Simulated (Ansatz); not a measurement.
Runs of Ansatz 0.2.0 on Ta4NiO11. It takes space group Cmmm (No. 65, orthorhombic). The conventional cell has a = 3.910 Å, b = 29.659 Å, c = 3.886 Å, α = 90.00°, β = 90.00°, γ = 90.00°. Around Ta (site symmetry m2m) lie 5 O at 1.91 to 2.02 Å. Ta (site symmetry m2m) has 5 O at 1.91 to 1.99 Å as nearest neighbours. Around Ni (site symmetry mmm) lie 4 O at 1.88 to 1.95 Å. O (site symmetry m2m) is surrounded by 2 Ta at 1.91 Å. Around O (site symmetry m2m) lie 3 Ta at 2.02 to 2.21 Å. O (site symmetry m2m) is surrounded by 1 Ni at 1.88 Å and 2 Ta at 1.99 Å. Around O (site symmetry mmm) lie 2 Ni at 1.95 Å and 2 Ta at 2.24 Å. Around O (site symmetry m2m) lie 2 Ta at 1.95 Å. The cell was built by a generator and needn't be a form met in nature.

```tsv
task	level	potentials or basis	cell	k mesh	cutoff (eV)	points for each segment of the path	gap on the mesh (eV)	pressure (GPa)	moment (μB)	relaxed volume (Å³/atom)	largest force (eV/Å)
relaxation of cell and atoms	r2SCAN	Ansatz PAW	relaxed	5 × 5 × 5	500	-	none	0.0	1.20	(b)	0.01
electric field gradients	PBE	Ansatz PAW	as given	7 × 7 × 7	420	-	none	0.1	0.85	-	(a)
band structure	PBEsol	Ansatz PAW	as given	7 × 7 × 7	420	10	none	-5.1	0.85	-	0.15
band structure	r2SCAN	Ansatz PAW	as given	7 × 7 × 7	500	10	none	-4.8	0.86	-	0.15
relaxation of cell and atoms	PBE	Ansatz PAW	relaxed	5 × 5 × 5	420	-	none	0.0	0.40	14.07	0.01
relaxation of cell and atoms	PBE+D3(BJ)	Ansatz PAW	relaxed	5 × 5 × 5	420	-	none	0.0	0.40	13.93	-
single point	PBE	Ansatz NC	as given	7 × 7 × 7	1400	-	none	(c)	0.86	-	0.07
```

Alike in all rows: spin collinear, ferromagnetic start; smearing fermi-dirac 0.05 eV.

Problem. Estimate the missing entries.

Solution. (a) 0.05; (b) 13.79; (c) 0.3.

Caveats: a cell with one magnetic atom can't hold antiferromagnetic order, which such compounds often take; semilocal functionals often make such compounds metallic where correlation or magnetic order opens a gap, which also shifts bond lengths; the plane-wave basis is chosen anew once the cell has moved, so the energies of steps on either side of that aren't comparable (some runs); the PAW data sets come from PBE, with cores solved anew for the run's functional, which leaves a small shift of forces and pressure (some runs); the magnetic or orbital state may not be the lowest (some runs); pairwise dispersion overbinds metals, which lowers pressure and volume (some runs).

A k mesh can miss the band edges, and the runs leave out spin-orbit coupling on Ta.

A gap of «none» marks a metal or a gap under the smearing width.

Not every run made on this cell is shown here.
